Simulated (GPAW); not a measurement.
Crystal: WAu.

```xyz
2
Lattice="0.0000 2.7480 2.7480 2.7480 0.0000 2.7480 2.7480 2.7480 0.0000" Properties=species:S:1:pos:R:3 pbc="T T T"
W     0.0000    0.0000    0.0000
Au    4.1220    4.1220    4.1220
```

The cell was built by a generator and needn't be a form met in nature.

* Program: GPAW 26.7.0
* Task: relaxation of cell and atoms
* Functional: revPBE
* Dispersion: D4
* Potentials or basis: the program's PAW data sets (release 1.2.1) made for this functional
* Cutoff: 600 eV
* Basis: pw
* k mesh: 8 × 8 × 8
* Occupations: fermi-dirac, width 0.05 eV
* Spin: no spin polarisation

At the start: pressure 29.2 GPa; volume 20.75 Å³/atom.

How do energy, volume and symmetry change on relaxing?

Over 5 steps the energy falls by 261.3 meV/atom and the volume is 24.06 Å³/atom (+15.9 %); space group F-43m (No. 216, to 0.05 Å).

Step by step:
```tsv
step	energy change (eV)	largest force (eV/Å)	pressure (GPa)	volume (Å³)
1	0.0000	0.0000	29.24	41.50
2	-0.4245	0.0000	10.83	45.01
3	-0.5195	0.0000	1.72	47.53
4	-0.5225	0.0000	0.15	48.06
5	-0.5225	0.0000	0.00	48.11
```

Final structure:
```
CELL_PARAMETERS angstrom
0.00000 2.88672 2.88672
2.88672 0.00000 2.88672
2.88672 2.88672 0.00000
ATOMIC_POSITIONS crystal
W 0.00000 0.00000 0.00000
Au 0.75000 0.75000 0.75000
```

Caveat: with this Au data set, volumes or pressures lay over 1.5 % or 2 GPa off other programs in two to four cells of ten; later steps reuse the first step's grids; the volume moved by over 15 % at a fixed basis, so the end points are rough; pairwise dispersion overbinds metals, which lowers pressure and volume.
